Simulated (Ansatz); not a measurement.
# Ga8Cu3Pb9Au4: the cost of one run

All numbers below are computed with Ansatz 0.2.0 (DFT PBE, scalar-relativistic, plane waves, PAW).

### Step 1. The starting structure

The cell holds 24 atoms (Au4Cu3Ga8Pb9): a = 7.859 Å, b = 8.445 Å, c = 8.435 Å, α = 89.28°, β = 87.49°, γ = 88.36°.

It is the last frame of an earlier stage of the same melt, run at 750 K.

Its coordinates follow in the input file.

### Step 2. Langevin stage at 500 K

One k point, a Fermi-Dirac width of 0.050 eV and a fixed cell.

The input, input.yaml:

```yaml
crystal:
  lattice:
    - [7.856003, 0.115636, 0.177995]
    - [0.115636, 8.443614, 0.052054]
    - [0.177995, 0.052054, 8.432589]
  atoms:
    - { symbol: Pb, position: [0.315217625, 0.8180184897, 0.5140273887] }
    - { symbol: Pb, position: [0.2302363775, 0.6511457047, 0.171550778] }
    - { symbol: Pb, position: [0.8182821517, 0.8795722545, 0.2401288379] }
    - { symbol: Pb, position: [0.2025570509, 0.106719818, 0.7169266983] }
    - { symbol: Pb, position: [0.5432373943, 0.4740642462, 0.0217057244] }
    - { symbol: Pb, position: [0.6300336216, 0.584614178, 0.6352872312] }
    - { symbol: Pb, position: [0.67862799, 0.2681179014, 0.302164064] }
    - { symbol: Pb, position: [0.5321666467, 0.2347306338, 0.7818732937] }
    - { symbol: Pb, position: [0.0093696261, 0.6329024858, 0.5141008299] }
    - { symbol: Ga, position: [0.9379669517, 0.0834802224, 0.4751737589] }
    - { symbol: Ga, position: [0.9389034285, 0.2460438475, 0.0499473509] }
    - { symbol: Ga, position: [0.1354475046, 0.3380922587, 0.29958548] }
    - { symbol: Ga, position: [0.1774866541, 0.0258529263, 0.245090189] }
    - { symbol: Ga, position: [0.6686446198, 0.9199920408, 0.6056875708] }
    - { symbol: Ga, position: [0.8617505473, 0.2612737732, 0.715698799] }
    - { symbol: Ga, position: [0.8461850718, 0.9630839695, 0.9086923963] }
    - { symbol: Ga, position: [0.8513710022, 0.5476102873, 0.1808444224] }
    - { symbol: Au, position: [0.0009551484, 0.5306376713, 0.8393448429] }
    - { symbol: Au, position: [0.5576147802, 0.6792417749, 0.3166767113] }
    - { symbol: Au, position: [0.5273650054, 0.8874138374, 0.8688521271] }
    - { symbol: Au, position: [0.3329123547, 0.6424602251, 0.7919319093] }
    - { symbol: Cu, position: [0.4937032369, 0.0271295482, 0.2860236048] }
    - { symbol: Cu, position: [0.2095343267, 0.9209835434, 0.9737516605] }
    - { symbol: Cu, position: [0.3222777448, 0.2001459728, 0.053752959] }
  symmetry: { detect: false }
basis:
  ecutwfc: 420
  xc_grid: 1
kpoints:
  mp_grid: { grid: [1, 1, 1], shift: [0.25, 0.25, 0.25] }
hamiltonian:
  xc: pbe
scf:
  occupations: { method: fermi_dirac, width: 0.05 }
  lower_state_search: "off"
  convergence: { dr2_threshold: 1.0e-05 }
output:
  forces: true
  stress: true
md:
  timestep: 3.0
  n_steps: 30
  ensemble: nvt_langevin
  friction: 0.03
  temperature: 500.0
  initial_velocities: maxwell_boltzmann
  seed: 50999
```

The run is started by

```console
$ ansatz run input.yaml --threads 2 --pin off --max-ram 5120MiB --backend cpu --events-out ev --progress --plain --runs-dir out
```

**Question.** How long does this run take on 2 threads of Arm Neoverse V2, shared host, and how much memory does it need?

About 4.6 min, with a peak of 1 GiB.
